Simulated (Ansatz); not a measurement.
**CH₈B₂N₂: small, medium and large basis sets**

One table from this session's results is given with a row withheld; the runs are named, their logs left out.

Program: Ansatz 0.2.0, Gaussian basis. Level of theory: one geometry, several basis sets. These are calculated values, not measurements.

Levels to be run: PBE0-D4/def2-SVP; ωB97M-V/def2-SVP; PBE0-D4/def2-QZVPP; ωB97M-V/def2-QZVPP; the functionals' def2-TZVPP values are taken from earlier runs.

## Structure used throughout

An earlier PBE0-D4 in a triple-zeta def2 set relaxation fixed the geometry.

13 atoms, charge 0, spin multiplicity 1.

Atoms are counted from 1 here; the program's logs count them from 0.

Bond lengths: C1–B2 1.566 Å, C1–H6 1.096 Å, C1–H7 1.094 Å, C1–H8 1.096 Å, B2–N3 1.407 Å, B2–H9 1.205 Å, N3–B4 1.447 Å, N3–H10 1.010 Å, B4–N5 1.394 Å, B4–H11 1.199 Å, N5–H12 1.006 Å, N5–H13 1.003 Å. Angles: B2–C1–H6 110.2°, B2–C1–H7 114.4°, B2–C1–H8 110.3°, H6–C1–H7 108.1°, H6–C1–H8 105.2°, H7–C1–H8 108.1°, C1–B2–N3 122.7°, C1–B2–H9 119.4°, N3–B2–H9 117.8°, B2–N3–B4 129.0°, B2–N3–H10 116.3°, B4–N3–H10 114.7°, N3–B4–N5 122.4°, N3–B4–H11 118.8°, N5–B4–H11 118.8°, B4–N5–H12 123.4°, B4–N5–H13 122.1°, H12–N5–H13 114.5°.

Set-up of the first run:

Input file in.yaml:

```yaml
crystal:
  periodic: [false, false, false]
  atoms:
    - {symbol: C, position_ang: [-2.058786, -0.854655, -0.530021]}
    - {symbol: B, position_ang: [-0.652326, -0.170691, -0.455551]}
    - {symbol: N, position_ang: [0.140370, -0.185239, 0.706520]}
    - {symbol: B, position_ang: [1.445691, 0.398149, 0.926247]}
    - {symbol: N, position_ang: [2.128726, 1.096609, -0.068844]}
    - {symbol: H, position_ang: [-2.825989, -0.116732, -0.790593]}
    - {symbol: H, position_ang: [-2.368410, -1.354457, 0.392062]}
    - {symbol: H, position_ang: [-2.080512, -1.591285, -1.340889]}
    - {symbol: H, position_ang: [-0.218085, 0.396181, -1.425766]}
    - {symbol: H, position_ang: [-0.246675, -0.666181, 1.505600]}
    - {symbol: H, position_ang: [1.958874, 0.276752, 2.003280]}
    - {symbol: H, position_ang: [1.763356, 1.238418, -0.994922]}
    - {symbol: H, position_ang: [3.034165, 1.498432, 0.087578]}
basis:
  gaussian: {orbitals: def2-SVP}
hamiltonian: {xc: pbe0, dispersion: d4}
output: {orbitals: {seedname: orbitals}}
```

Among the steps run: PBE0-D4 in def2-SVP; ωB97M-V in def2-SVP; PBE0-D4 in def2-QZVPP; ωB97M-V in def2-QZVPP.

One table of the session follows, with a row left open; its other results are not shown here.

It belongs to the step «Functionals by basis». 

| functional | basis | HOMO (eV) | LUMO (eV) |
| --- | --- | --- | --- |
| PBE0-D4 | def2-SVP | -7.43 | 0.16 |
| PBE0-D4 | def2-TZVPP | -7.59 | -0.07 |
| PBE0-D4 | def2-QZVPP | -7.63 | -0.14 |
| ωB97M-V | def2-SVP | ? | ? |
| ωB97M-V | def2-TZVPP | -9.94 | 1.85 |
| ωB97M-V | def2-QZVPP | -9.96 | 1.68 |

Q: Estimate the row for ωB97M-V, def2-SVP from the others.

**Answer.** HOMO (eV): -9.76; LUMO (eV): 2.21. In the column «HOMO (eV)» it lies between ωB97M-V, def2-TZVPP (-9.94) and PBE0-D4, def2-QZVPP (-7.63).
